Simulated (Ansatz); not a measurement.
# Cl2H2HfO2: how energies converge with the basis set

How large a basis does Cl2H2HfO2 need? Two functionals are run in growing sets.

The runs use Ansatz 0.2.0, Gaussian basis; one geometry, several basis sets.

Plan: PBE0-D4/def2-SVP; ωB97M-V/def2-SVP; PBE0-D4/def2-QZVPP; ωB97M-V/def2-QZVPP; the functionals' def2-TZVPP values are taken from earlier runs.

## 1. Structure used throughout

An earlier PBE0-D4 in a triple-zeta def2 set relaxation fixed the geometry. Hf takes the def2 core potential; no spin-orbit term is included.

SMILES `[OH][Hf]([OH])([Cl])[Cl]`, 7 atoms, charge 0, spin multiplicity 1.

Atoms are counted from 1 here; the program's logs count them from 0.

Bond lengths: O1–Hf2 1.897 Å, O1–H6 0.952 Å, Hf2–O3 1.896 Å, Hf2–Cl4 2.357 Å, Hf2–Cl5 2.357 Å, O3–H7 0.952 Å. Angles: Hf2–O1–H6 171.0°, O1–Hf2–O3 110.9°, O1–Hf2–Cl4 108.9°, O1–Hf2–Cl5 108.9°, O3–Hf2–Cl4 108.9°, O3–Hf2–Cl5 108.9°, Cl4–Hf2–Cl5 110.3°, Hf2–O3–H7 171.3°.

## 2. PBE0-D4 in def2-SVP

File in.yaml:

```yaml
crystal:
  periodic: [false, false, false]
  atoms:
    - {symbol: O, position_ang: [-1.219072, 0.871590, 0.794155]}
    - {symbol: Hf, position_ang: [-0.111361, -0.121306, -0.382307]}
    - {symbol: O, position_ang: [1.569087, -0.486357, 0.417231]}
    - {symbol: Cl, position_ang: [-1.174537, -2.162174, -0.892774]}
    - {symbol: Cl, position_ang: [0.234230, 1.132820, -2.347933]}
    - {symbol: H, position_ang: [-1.661109, 1.360340, 1.480716]}
    - {symbol: H, position_ang: [2.362782, -0.594901, 0.930922]}
basis:
  gaussian: {orbitals: def2-SVP}
hamiltonian: {xc: pbe0, dispersion: d4}
output: {orbitals: {seedname: orbitals}}
```

Command:

```sh
$ ansatz run in.yaml --threads 4 --pin off --events-out ev --progress --plain --max-ram 10444MiB
```

The runs that follow: ωB97M-V in def2-SVP; PBE0-D4 in def2-QZVPP; ωB97M-V in def2-QZVPP.

**Question.** What will the summary of the whole plan be? Wanted: PBE0-D4: double and triple zeta above quadruple; ωB97M-V: double and triple zeta above quadruple.

As calculated:

```
                                       quantity           value
PBE0-D4: double and triple zeta above quadruple  15.04, 0.98 eV
ωB97M-V: double and triple zeta above quadruple  15.02, 0.93 eV
```

**Reading.** For PBE0-D4 the step from double to triple zeta gains 14.06 eV and the next only 0.98 eV. Total energies overstate the basis error of differences, where much of it tends to cancel. The LUMO of ωB97M-V is positive and keeps falling with the basis (1.05 to 0.35 eV): an unbound level that the basis holds in place.
